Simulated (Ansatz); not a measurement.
# GeAsH2 (sextet): the correlation ladder, cc-pVDZ

Aim: climb from Hartree-Fock through coupled cluster and multireference methods for GeAsH2 (sextet) at one geometry and basis, and see what each rung misses.

The runs use Ansatz 0.2.0, Gaussian basis; cc-pVDZ, core rule «outside noble gas», up to 28 orbitals frozen.

Plan: UHF; CCSD(T) on ROHF; CCSD(T) on UHF; BCCD(T) on ROHF; CISD; CCSDT(Q) on ROHF; CCSDT(Q) on UHF; CCSDTQ on ROHF; CASSCF and MRCISD+Q, 11 electrons in 10 orbitals; CASSCF and NEVPT2, 11 electrons in 10 orbitals.

4 further runs of the same task are left out: 4 set aside as unsound or not needed.

## Step 1: The system

The geometry is a PBE0/def2-TZVP stationary point (not a proven minimum) of the parent state, kept for this charge and spin. No spin-orbit coupling is included. The filled d shell of Ge, As may be among the frozen orbitals whatever the setting's name suggests; the logs give the count.

4 atoms, charge 0, spin multiplicity 6.

Atoms are counted from 1 here; the program's logs count them from 0.

Bond lengths: Ge1–As2 2.476 Å, Ge1–H3 1.556 Å, Ge1–H4 1.556 Å. Angles: As2–Ge1–H3 109.5°, As2–Ge1–H4 109.5°, H3–Ge1–H4 105.6°.

## Step 2: UHF

The input, in.yaml:

```yaml
crystal:
  periodic: [false, false, false]
  atoms:
    - {symbol: Ge, position_ang: [0.042430, 0.000000, 1.232357]}
    - {symbol: As, position_ang: [-0.021540, 0.000000, -1.242487]}
    - {symbol: H, position_ang: [-0.728368, 1.239617, 1.771279]}
    - {symbol: H, position_ang: [-0.728367, -1.239618, 1.771279]}
basis:
  gaussian: {orbitals: cc-pVDZ}
magnetization: {spin_polarized: true, initial_magnetization: 5}
hamiltonian: {xc: hf}
output: {orbitals: {seedname: orbitals}}
```

Command:

```sh
$ ansatz run in.yaml --threads 1 --pin off --events-out ev --progress --plain --max-ram 4096MiB --backend cpu
```

After this run come: CCSD(T) on ROHF; CCSD(T) on UHF; BCCD(T) on ROHF; CISD; CCSDT(Q) on ROHF; CCSDT(Q) on UHF; CCSDTQ on ROHF; CASSCF and MRCISD+Q, 11 electrons in 10 orbitals; CASSCF and NEVPT2, 11 electrons in 10 orbitals.

Before running them: what should the planned runs give, taken together? Wanted: RCCSDTQ below the RHF energy; RMP2 from RCCSDTQ; UMP2 from RCCSDTQ; RCCSD from RCCSDTQ; RCCSD(T) from RCCSDTQ; UCCSD(T) from RCCSDTQ; RCCSDT(Q) from RCCSDTQ; UCCSDT(Q) from RCCSDTQ; NEVPT2 valence from RCCSDTQ.

As calculated:

| quantity | value |
| --- | --- |
| RCCSDTQ below the RHF energy | -4.8542 eV |
| RMP2 from RCCSDTQ | +102.8 kJ/mol |
| UMP2 from RCCSDTQ | +100.5 kJ/mol |
| RCCSD from RCCSDTQ | +13.3 kJ/mol |
| RCCSD(T) from RCCSDTQ | +3.1 kJ/mol |
| UCCSD(T) from RCCSDTQ | +0.3 kJ/mol |
| RCCSDT(Q) from RCCSDTQ | +0.1 kJ/mol |
| UCCSDT(Q) from RCCSDTQ | -2.7 kJ/mol |
| NEVPT2 valence from RCCSDTQ | +92.8 kJ/mol |
| MRCISD+Q valence from RCCSDTQ | +0.2 kJ/mol |
| levels within 1 kcal/mol (43 meV) | RCCSD(T), UCCSD(T), BCCD(T), RCCSDT, UCCSDT, RCCSDT(Q), UCCSDT(Q), MRCISD+Q valence |
| T1 diagnostic | 0.018 |
| effectively unpaired electrons | 5.01 |

What this shows: RCCSD(T) misses by +3.1 kJ/mol, 0.7 % of the correlation energy. CCSD(T) misses by +3.1 kJ/mol on the restricted determinant and by +0.3 kJ/mol on the unrestricted one; the two need not hold the same state or core. One determinant dominates. Of the multireference levels listed MRCISD+Q valence comes nearest in total energy (+0.2 kJ/mol), which doesn't show that its space is the better one. These misses are within one basis, not against nature; the frozen cores of restricted and unrestricted runs differ, which can shift their rows.
